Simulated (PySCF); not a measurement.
# [Nd(NO3)]2+: other functionals and bases at one geometry

The task here is to estimate one member of a computed series from the others.

Program: PySCF 2.14.0. Level of theory: several levels, as the steps say, no spin–orbit coupling. These are calculated values, not measurements.

3 further runs of the same task are left out: 2 for a known fault of the program, 1 that didn't finish.

## Where the work starts

5 atoms, charge 2, spin multiplicity 1.

Bond lengths: Nd1–O2 2.212 Å, Nd1–O3 2.212 Å, Nd1–N4 2.714 Å, O2–N4 1.348 Å, O3–N4 1.348 Å, N4–O5 1.162 Å. Angles: O2–Nd1–O3 59.2°, O2–Nd1–N4 29.6°, O3–Nd1–N4 29.6°, Nd1–O2–N4 96.3°, Nd1–O3–N4 96.3°, Nd1–N4–O2 54.1°, Nd1–N4–O3 54.1°, Nd1–N4–O5 180.0°, O2–N4–O3 108.2°, O2–N4–O5 125.9°, O3–N4–O5 125.9°.

As a file:

```
atom     x (Å)    y (Å)     z (Å)
 Nd1   0.00000  0.00000  -0.63672
  O2   1.09236  0.00000   1.28726
  O3  -1.09236  0.00000   1.28726
  N4   0.00000  0.00000   2.07756
  O5   0.00000  0.00000   3.23909
```

Formal oxidation states: Nd +3. Each metal's 3 4f electrons lie in its core potential, so multiplicities, spins and levels count the valence alone. An earlier session relaxed this geometry at PBE, Nd lcecp-1-SVP with ECP49, O def2-SVP, N def2-SVP (singlet, point group C2v).

At PBE on the finer grid: E = -313.135624 Eh, HOMO -18.45 eV, LUMO -14.61 eV, Mulliken charge on Nd1 +1.90 e, largest force component 0.016 eV/Å. 

Levels to run: HF; r2SCAN; B3LYP; BLYP; PBE, TZVP. Hardware: 2 threads of Intel Xeon Platinum 8488C (Sapphire Rapids), shared host.

Set-up of the first run:

The input, run.py (the lines that set the calculation):

```python
mol = gto.M(atom='''
Nd     0.00000     0.00000    -0.63672
O      1.09236     0.00000     1.28726
O     -1.09236     0.00000     1.28726
N      0.00000     0.00000     2.07756
O      0.00000     0.00000     3.23909''',
    basis={'Nd': 'lcecp-1-SVP', 'O': 'def2-SVP', 'N': 'def2-SVP'},
    ecp={'Nd': 'lcecp-1-SVP'},
    charge=2, spin=0)
mf = scf.RHF(mol)
mf = mf.density_fit()  # fitting sets: Nd AutoAux, O def2-universal-JKFIT, N def2-universal-JKFIT
mf.conv_tol = 1e-08; mf.max_cycle = 55
mf.kernel(dm0)  # dm0: the density of the relaxed state
```

Command:

```sh
$ OMP_NUM_THREADS=2 python run.py
```

Steps of the session up to this table: HF; r2SCAN; B3LYP; BLYP; PBE, TZVP.

One table of the session follows, with a row left open; its other results are not shown here.

| level | HOMO (eV) | gap (eV) | charge on Nd1 (e) | dipole (D) | largest force component (eV/Å) |
| --- | --- | --- | --- | --- | --- |
| PBE (relaxed here) | -18.45 | 3.84 | 1.90 | 6.16 | 0.02 |
| HF | -24.01 | 13.36 | 2.28 | 8.71 | 5.37 |
| r2SCAN | -18.77 | 4.51 | 2.00 | 6.85 | 1.00 |
| B3LYP | ? | ? | ? | ? | ? |
| BLYP | -18.29 | 3.73 | 1.88 | 6.17 | 0.67 |
| PBE, TZVP | -18.31 | 3.86 | 2.03 | 6.22 | 0.53 |

Q: Estimate the row for B3LYP from the others.

**Answer.** HOMO (eV): -19.80; gap (eV): 5.73; charge on Nd1 (e): 1.98; dipole (D): 6.85; largest force component (eV/Å): 1.10. In the column «HOMO (eV)» it lies between HF (-24.01) and r2SCAN (-18.77).

The dipole of a charged species depends on the origin, so these sizes hold for this origin alone.

In one basis the HOMO–LUMO gap runs from 3.73 eV (BLYP) to 13.36 eV (HF). The largest leftover force, 5.37 eV/Å with HF, stands at a geometry relaxed at another level. With 4f in the core, its levels are missing from HOMO and gap, and its count is fixed, so no charge can pass from the ligands into it. Total energies of different levels can't be compared.
